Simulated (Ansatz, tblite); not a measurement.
# (FSn)4S6 adamantane (Sn₄S₆F₄): charged states by level of theory

Aim: the energy of removing an electron for (FSn)4S6 adamantane (Sn₄S₆F₄), by energy differences, and how well orbital energies stand in for it.

The runs use Ansatz 0.2.0, Gaussian basis; as each input shows.

The runs, in order: charge +1 doublet, at the geometry of the singlet (PBE0-D4/def2-TZVP, PBE-D4/def2-TZVP, PBE-QIDH/def2-TZVP); charge +1 doublet, relaxed (PBE0-D4/def2-TZVP, PBE-D4/def2-TZVP); the starting singlet's energies come from earlier runs.

## (1) The relaxed structure

The geometry is that of the singlet, from an earlier relaxation (PBE-D4/def2-SVP).

14 atoms, charge 0, spin multiplicity 1.

Atoms are counted from 1 here; the program's logs count them from 0.

Bond lengths: Sn1–F2 1.946 Å, Sn1–S3 2.439 Å, Sn1–S9 2.439 Å, Sn1–S13 2.439 Å, S3–Sn4 2.439 Å, Sn4–F5 1.946 Å, Sn4–S6 2.439 Å, Sn4–S14 2.439 Å, S6–Sn7 2.439 Å, Sn7–F8 1.946 Å, Sn7–S9 2.439 Å, Sn7–S10 2.439 Å, S10–Sn11 2.439 Å, Sn11–F12 1.946 Å, Sn11–S13 2.439 Å, Sn11–S14 2.439 Å. Angles: F2–Sn1–S3 104.0°, F2–Sn1–S9 104.0°, F2–Sn1–S13 104.0°, S3–Sn1–S9 114.3°, S3–Sn1–S13 114.3°, S9–Sn1–S13 114.4°, Sn1–S3–Sn4 98.5°, S3–Sn4–F5 104.0°, S3–Sn4–S6 114.4°, S3–Sn4–S14 114.4°, F5–Sn4–S6 104.0°, F5–Sn4–S14 104.0°, S6–Sn4–S14 114.3°, Sn4–S6–Sn7 98.5°, S6–Sn7–F8 104.0°, S6–Sn7–S9 114.4°, S6–Sn7–S10 114.4°, F8–Sn7–S9 104.0° and more.

Sn takes a core potential in the def2 sets. No spin-orbit coupling is included.

## (2) Charge +1 doublet at the fixed geometry, PBE0-D4/def2-TZVP

in.yaml reads:

```yaml
crystal:
  periodic: [false, false, false]
  atoms:
    - {symbol: Sn, position_ang: [-0.833261, 1.331320, 1.629000]}
    - {symbol: F, position_ang: [-1.550674, 2.476284, 3.029581]}
    - {symbol: S, position_ang: [1.523094, 1.091736, 2.211429]}
    - {symbol: Sn, position_ang: [2.206072, -0.347730, 0.364917]}
    - {symbol: F, position_ang: [4.103102, -0.646971, 0.679506]}
    - {symbol: S, position_ang: [2.132621, 0.722486, -1.825640]}
    - {symbol: Sn, position_ang: [-0.283450, 0.999818, -2.010118]}
    - {symbol: F, position_ang: [-0.527388, 1.860270, -3.738506]}
    - {symbol: S, position_ang: [-1.238945, 2.585976, -0.422689]}
    - {symbol: S, position_ang: [-1.525315, -1.089732, -2.210980]}
    - {symbol: Sn, position_ang: [-1.088907, -1.983508, 0.015971]}
    - {symbol: F, position_ang: [-2.026343, -3.688861, 0.030268]}
    - {symbol: S, position_ang: [-2.130163, -0.724680, 1.826992]}
    - {symbol: S, position_ang: [1.239555, -2.586416, 0.420269]}
basis:
  gaussian: {orbitals: def2-TZVP, fitting: {mean_field: def2-universal-jkfit}}
total_charge: 1
magnetization: {spin_polarized: true, initial_magnetization: 1}
hamiltonian: {xc: pbe0, dispersion: d4}
scf: {omitted_lower_state_checks: [starts]}
output: {orbitals: {seedname: orbitals}}
```

Started as:

```sh
> ansatz run in.yaml --threads 2 --pin off --events-out ev --progress --plain --max-ram 32768MiB --backend cuda --devices 0, --max-vram 18GiB
```

The log of the run:

```text
Functional definition: PBE0
  name "PBE0"
  cite "Adamo & Barone, J. Chem. Phys. 110, 6158 (1999) doi:10.1063/1.478522"
  cite "Perdew, Burke & Ernzerhof, Phys. Rev. Lett. 77, 3865 (1996) doi:10.1103/PhysRevLett.77.3865"
  parent pbe
  parameter a = 0.25
  parameter kappa = 0.804
  parameter beta = 0.06672455060314922
  exchange = (1 - a)*pbe_x(kappa = kappa, mu = beta*pi^2/3) + a*exact_x
  correlation = pbe_c(beta = beta)
these checks for a lower state are left out or cut short: starts
1948 factors; integrals over basis functions are off by at most 1.6e0 eV
mean field evaluation 1: about -99168.2260 eV, gradient 7.0e1 eV
mean field evaluation 2: about -98966.7357 eV, gradient 2.3e2 eV
mean field evaluation 4: about -99182.9329 eV, gradient 1.5e1 eV
mean field evaluation 8: about -99184.0325 eV, gradient 1.5e0 eV
mean field evaluation 16: about -99184.0527 eV, gradient 2.3e-1 eV
mean field evaluation 32: about -99184.0639 eV, gradient 6.6e-6 eV
mean field -99184.06389242 eV, -3644.9471186734 hartree, gradient 6.6e-6 eV, S^2 0.760204; 0 other end points of the search recorded, 0 dependent functions left out
reference -99184.06394549 eV, -3644.9471206235 hartree; 110, 109 occupied and 436, 437 virtual orbitals, 1948 factors
Total energy: -99185.17329004 eV, -3644.9878882837 hartree
Checks for a lower state left out: starts
```

Run time: 30 s. Hardware: 1 × H100 (card shared with other runs) with 2 threads of AMD EPYC 7R13, shared host; peak host memory 1.2 GiB.

Report: HOMO -12.23 eV, LUMO -11.33 eV (over both spins); ⟨S²⟩ 0.760 (pure: 0.75).

## (3) Charge +1 doublet at the fixed geometry, PBE-D4/def2-TZVP

start.molden holds the orbitals of an earlier run on this state, given as this run's starting guess.

in.yaml: that of step 2 with these lines changed.

```diff
@@ -18,6 +18,6 @@
 basis:
-  gaussian: {orbitals: def2-TZVP, fitting: {mean_field: def2-universal-jkfit}}
+  gaussian: {orbitals: def2-TZVP, fitting: {mean_field: def2-universal-jkfit}, initial_orbitals: start.molden}
 total_charge: 1
 magnetization: {spin_polarized: true, initial_magnetization: 1}
-hamiltonian: {xc: pbe0, dispersion: d4}
+hamiltonian: {xc: pbe, dispersion: d4}
 scf: {omitted_lower_state_checks: [starts]}
```

Launched as before.

The log of the run:

```text
Functional definition: PBE
  name "PBE"
  cite "Perdew, Burke & Ernzerhof, Phys. Rev. Lett. 77, 3865 (1996) doi:10.1103/PhysRevLett.77.3865"
  parent pbe
  parameter kappa = 0.804
  parameter beta = 0.06672455060314922
  exchange = pbe_x(kappa = kappa, mu = beta*pi^2/3)
  correlation = pbe_c(beta = beta)
these checks for a lower state are left out or cut short: starts
1948 factors; integrals over basis functions are off by at most 1.6e0 eV
mean field evaluation 1: about -99178.8429 eV, gradient 1.6e1 eV
mean field evaluation 2: about -99179.3472 eV, gradient 6.8e-1 eV
mean field evaluation 4: about -99179.3623 eV, gradient 1.5e-1 eV
mean field evaluation 8: about -99179.3816 eV, gradient 9.2e-2 eV
mean field evaluation 16: about -99179.3821 eV, gradient 5.7e-5 eV
mean field -99179.38213532 eV, -3644.7750672734 hartree, gradient 2.9e-6 eV, S^2 0.752028; 0 other end points of the search recorded, 0 dependent functions left out
reference -99179.38220809 eV, -3644.7750699474 hartree; 110, 109 occupied and 436, 437 virtual orbitals, 1948 factors
Total energy: -99180.61246619 eV, -3644.8202810989 hartree
Checks for a lower state left out: starts
```

It took 27 s on 1 × H100 (card shared with other runs) with 2 threads of AMD EPYC 7R13, shared host; peak host memory 1.1 GiB.

From the report: HOMO -11.13 eV, LUMO -11.25 eV (over both spins; with the spin held, an empty level of the minority spin lies below the top filled one); ⟨S²⟩ 0.752 (pure: 0.75).

## (4) Charge +1 doublet at the fixed geometry, PBE-QIDH/def2-TZVP

in.yaml: that of step 3 with these lines changed.

```diff
@@ -21,4 +21,3 @@
 magnetization: {spin_polarized: true, initial_magnetization: 1}
-hamiltonian: {xc: pbe, dispersion: d4}
+hamiltonian: {xc: {name: PBE-QIDH}}
 scf: {omitted_lower_state_checks: [starts]}
-output: {orbitals: {seedname: orbitals}}
```

Same command.

The log of the run (excerpt; [...] marks lines left out):

```text
Functional definition: PBE-QIDH
  name "PBE-QIDH"
  cite "Brémond, Sancho-García, Pérez-Jiménez & Adamo, J. Chem. Phys. 141, 031101 (2014) doi:10.1063/1.4890314"
  cite "Perdew, Burke & Ernzerhof, Phys. Rev. Lett. 77, 3865 (1996) doi:10.1103/PhysRevLett.77.3865"
[...]
1948 factors; integrals over basis functions are off by at most 1.6e0 eV
[...]
mean field -99113.92217510 eV, -3642.3694581055 hartree, gradient 2.3e-6 eV, S^2 0.760436; 0 other end points of the search recorded, 0 dependent functions left out
50 core orbitals not correlated: weight in the atoms' cores, before any rotation towards them, 1.000 or more for the frozen orbitals, at most 0.000 for the correlated occupied ones
reference -99113.92219594 eV, -3642.3694588714 hartree; 60, 59 occupied and 436, 437 virtual orbitals, 1948 factors
second order -99.49136955 eV of doubles, -0.00000000 eV of singles
Total energy: -99147.08598579 eV, -3643.5882056692 hartree
Checks for a lower state left out: starts
```

Wall time 27 s (1 × H100 (card shared with other runs) with 2 threads of AMD EPYC 7R13, shared host); peak host memory 2.7 GiB.

Report: ⟨S²⟩ 0.760 (pure: 0.75).

## (5) Vertical ionisation energy

Charged state less starting state, singlet to doublet; the starting state's energies are those of its earlier runs.

```tsv
level	vertical ionisation energy (eV)	time
PBE-D4/def2-TZVP	+9.32	43 s
PBE0-D4/def2-TZVP	+10.00	52 s
PBE-QIDH/def2-TZVP	+10.38	47 s
```

Times add the two runs; a level without a time comes out of a correlated run.

Beside −ε(HOMO) of the starting state:

```tsv
level	−ε(HOMO) (eV)	by difference (eV)	mismatch (eV)
PBE-D4/def2-TZVP	7.32	9.32	-2.00
PBE0-D4/def2-TZVP	8.61	10.00	-1.38
```

## (6) Relaxing the charge +1 doublet

in.yaml: that of step 4 with these lines changed.

```diff
@@ -18,6 +18,8 @@
 basis:
-  gaussian: {orbitals: def2-TZVP, fitting: {mean_field: def2-universal-jkfit}, initial_orbitals: start.molden}
+  gaussian: {orbitals: def2-SVP}
 total_charge: 1
 magnetization: {spin_polarized: true, initial_magnetization: 1}
-hamiltonian: {xc: {name: PBE-QIDH}}
-scf: {omitted_lower_state_checks: [starts]}
+hamiltonian: {xc: pbe, dispersion: d4}
+scf: {lower_state_search: "off"}
+output: {orbitals: {seedname: orbitals}}
+relax: {f_tol: 0.03, max_steps: 70}
```

Launched as before.

The log of the run (excerpt; [...] marks lines left out):

```text
Functional definition: PBE
  name "PBE"
  cite "Perdew, Burke & Ernzerhof, Phys. Rev. Lett. 77, 3865 (1996) doi:10.1103/PhysRevLett.77.3865"
  parent pbe
[...]
2986 factors; their error is unknown
[...]
mean field -99141.53013184 eV, -3643.3840318025 hartree, gradient 1.9e-6 eV, S^2 0.751688; 0 other end points of the search recorded, 0 dependent functions left out
[...]
reference -99141.53019317 eV, -3643.3840340562 hartree; 110, 109 occupied and 158, 159 virtual orbitals, 2986 factors
relax step   1: F+E_penalty+E_count = -99142.76038995 eV  Δ(F+E_penalty+E_count) = +0.000e0 eV  max|allowed force component| = 7.109e-1 eV/Å  Δτ_max = 0.0000 Å  (73 SCF iters, accepted)
[...]
relax step   6: F+E_penalty+E_count = -99142.86699300 eV  Δ(F+E_penalty+E_count) = -6.927e-3 eV  max|allowed force component| = 4.575e-2 eV/Å  Δτ_max = 0.0323 Å  (37 SCF iters, accepted)
[...]
Atom 6 at    -0.358905     0.936218    -2.085120 Å, force     0.021309    -0.004362    -0.003483 eV/Å
Atom 7 at    -0.528979     1.881434    -3.760487 Å, force    -0.003106    -0.001909    -0.001016 eV/Å
Atom 8 at    -1.228164     2.520011    -0.410629 Å, force    -0.001240    -0.000887     0.006267 eV/Å
Atom 9 at    -1.576745    -1.149352    -2.326333 Å, force    -0.013060    -0.000918     0.006322 eV/Å
Atom 10 at    -1.148773    -2.001146    -0.092238 Å, force     0.006045    -0.016181    -0.011796 eV/Å
Atom 11 at    -2.042824    -3.709118     0.023642 Å, force     0.000530     0.002546     0.000124 eV/Å
Atom 12 at    -2.083044    -0.707891     1.785141 Å, force    -0.002618    -0.000898     0.002221 eV/Å
Atom 13 at     1.204825    -2.527925     0.429433 Å, force    -0.006285    -0.001770     0.000813 eV/Å
Dipole moment:     0.000879     0.000132    -0.000552 e Å
Checks for a lower state left out: stability, starts, cluster_reference, orbital_swaps, neighbouring_geometries, increment
```

It took 54 s on 1 × H100 (card shared with other runs) with 2 threads of AMD EPYC 7R13, shared host; peak host memory 0.93 GiB.

Relaxation path:

```tsv
step	energy from step 1 (eV)	largest force component (eV/Å)
1	0.0000	0.7109
2	-0.0119	0.4465
3	-0.0878	0.1693
4	-0.0984	0.1156
5	-0.0997	0.2421
6	-0.1066	0.0457
7	-0.1071	0.0213
```

Close pairs (by a distance rule), those that changed most:

```tsv
bond	before (Å)	after (Å)	change (Å)
S6–Sn7	2.439	2.468	+0.029
Sn4–S6	2.439	2.468	+0.029
Sn11–S14	2.439	2.468	+0.029
Sn1–S9	2.439	2.467	+0.029
Sn1–S13	2.439	2.464	+0.025
Sn11–S13	2.439	2.464	+0.025
Sn7–S9	2.439	2.463	+0.024
Sn4–S14	2.439	2.463	+0.024
```

## (7) Charge +1 doublet, PBE0-D4/def2-TZVP

in.yaml reads:

```yaml
crystal:
  periodic: [false, false, false]
  atoms:
    - {symbol: Sn, position_ang: [-0.744363, 1.359149, 1.712292]}
    - {symbol: F, position_ang: [-1.552748, 2.489282, 3.053644]}
    - {symbol: S, position_ang: [1.603477, 1.160410, 2.302447]}
    - {symbol: Sn, position_ang: [2.245984, -0.295800, 0.470227]}
    - {symbol: F, position_ang: [4.131175, -0.659226, 0.678039]}
    - {symbol: S, position_ang: [2.079082, 0.703946, -1.780058]}
    - {symbol: Sn, position_ang: [-0.358905, 0.936218, -2.085120]}
    - {symbol: F, position_ang: [-0.528979, 1.881434, -3.760487]}
    - {symbol: S, position_ang: [-1.228164, 2.520011, -0.410629]}
    - {symbol: S, position_ang: [-1.576745, -1.149352, -2.326333]}
    - {symbol: Sn, position_ang: [-1.148773, -2.001146, -0.092238]}
    - {symbol: F, position_ang: [-2.042824, -3.709118, 0.023642]}
    - {symbol: S, position_ang: [-2.083044, -0.707891, 1.785141]}
    - {symbol: S, position_ang: [1.204825, -2.527925, 0.429433]}
basis:
  gaussian: {orbitals: def2-TZVP, fitting: {mean_field: def2-universal-jkfit}, initial_orbitals: start.molden}
total_charge: 1
magnetization: {spin_polarized: true, initial_magnetization: 1}
hamiltonian: {xc: pbe0, dispersion: d4}
scf: {omitted_lower_state_checks: [starts]}
output: {orbitals: {seedname: orbitals}}
```

Same command.

The log of the run (excerpt; [...] marks lines left out):

```text
Functional definition: PBE0
  name "PBE0"
  cite "Adamo & Barone, J. Chem. Phys. 110, 6158 (1999) doi:10.1063/1.478522"
  cite "Perdew, Burke & Ernzerhof, Phys. Rev. Lett. 77, 3865 (1996) doi:10.1103/PhysRevLett.77.3865"
  parent pbe
[...]
1948 factors; integrals over basis functions are off by at most 1.6e0 eV
[...]
mean field -99184.15796107 eV, -3644.9505756325 hartree, gradient 9.4e-6 eV, S^2 0.759452; 0 other end points of the search recorded, 0 dependent functions left out
reference -99184.15801223 eV, -3644.9505775124 hartree; 110, 109 occupied and 436, 437 virtual orbitals, 1948 factors
Total energy: -99185.25648031 eV, -3644.9909454698 hartree
Checks for a lower state left out: starts
```

It took 37 s on 1 × H100 (card shared with other runs) with 2 threads of AMD EPYC 7R13, shared host; peak host memory 1.2 GiB.

From the report: HOMO -12.12 eV, LUMO -11.05 eV (over both spins); ⟨S²⟩ 0.759 (pure: 0.75).

## (8) Charge +1 doublet, PBE-D4/def2-TZVP

in.yaml: that of step 7 with these lines changed.

```diff
@@ -21,3 +21,3 @@
 magnetization: {spin_polarized: true, initial_magnetization: 1}
-hamiltonian: {xc: pbe0, dispersion: d4}
+hamiltonian: {xc: pbe, dispersion: d4}
 scf: {omitted_lower_state_checks: [starts]}
```

Same command.

The log of the run:

```text
Functional definition: PBE
  name "PBE"
  cite "Perdew, Burke & Ernzerhof, Phys. Rev. Lett. 77, 3865 (1996) doi:10.1103/PhysRevLett.77.3865"
  parent pbe
  parameter kappa = 0.804
  parameter beta = 0.06672455060314922
  exchange = pbe_x(kappa = kappa, mu = beta*pi^2/3)
  correlation = pbe_c(beta = beta)
these checks for a lower state are left out or cut short: starts
1948 factors; integrals over basis functions are off by at most 1.6e0 eV
mean field evaluation 1: about -99178.9556 eV, gradient 1.6e1 eV
mean field evaluation 2: about -99179.4617 eV, gradient 6.4e-1 eV
mean field evaluation 4: about -99179.4645 eV, gradient 1.6e-1 eV
mean field evaluation 8: about -99179.4645 eV, gradient 2.9e-5 eV
mean field evaluation 16: about -99179.4645 eV, gradient 2.8e-6 eV
mean field -99179.46453092 eV, -3644.7780952558 hartree, gradient 2.8e-6 eV, S^2 0.752755; 0 other end points of the search recorded, 0 dependent functions left out
reference -99179.46460302 eV, -3644.7780979053 hartree; 110, 109 occupied and 436, 437 virtual orbitals, 1948 factors
Total energy: -99180.68183329 eV, -3644.8228302926 hartree
Checks for a lower state left out: starts
```

Wall time 21 s (1 × H100 (card shared with other runs) with 2 threads of AMD EPYC 7R13, shared host); peak host memory 1.1 GiB.

HOMO -11.12 eV, LUMO -11.05 eV (over both spins); ⟨S²⟩ 0.753 (pure: 0.75).

## (9) Adiabatic ionisation energy

Charged state less starting state, singlet to doublet; the starting state's energies are those of its earlier runs.

```tsv
level	adiabatic ionisation energy (eV)	time
PBE-D4/def2-TZVP	+9.25	36 s
PBE0-D4/def2-TZVP	+9.91	59 s
```

Times add the two runs; a level without a time comes out of a correlated run.

## (10) Results

| quantity | value |
| --- | --- |
| vertical ionisation energy, functionals in def2-TZVP | 9.32 (PBE-D4) to 10.38 eV (PBE-QIDH) |
| adiabatic ionisation energy, functionals in def2-TZVP | 9.25 (PBE-D4) to 9.91 eV (PBE0-D4) |
| relaxation of the cation side, PBE-D4/def2-TZVP | 0.07 eV |

**Reading.** The vertical ionisation energy spans 9.32 to 10.38 eV over the functionals. −ε(HOMO) misses the level's own difference by -1.38 eV at best (PBE0-D4) and -2.00 eV at worst (PBE-D4). The adiabatic ionisation energy spans 9.25 to 9.91 eV over the functionals. Relaxing the oxidised state gains 0.07 eV at PBE-D4/def2-TZVP.
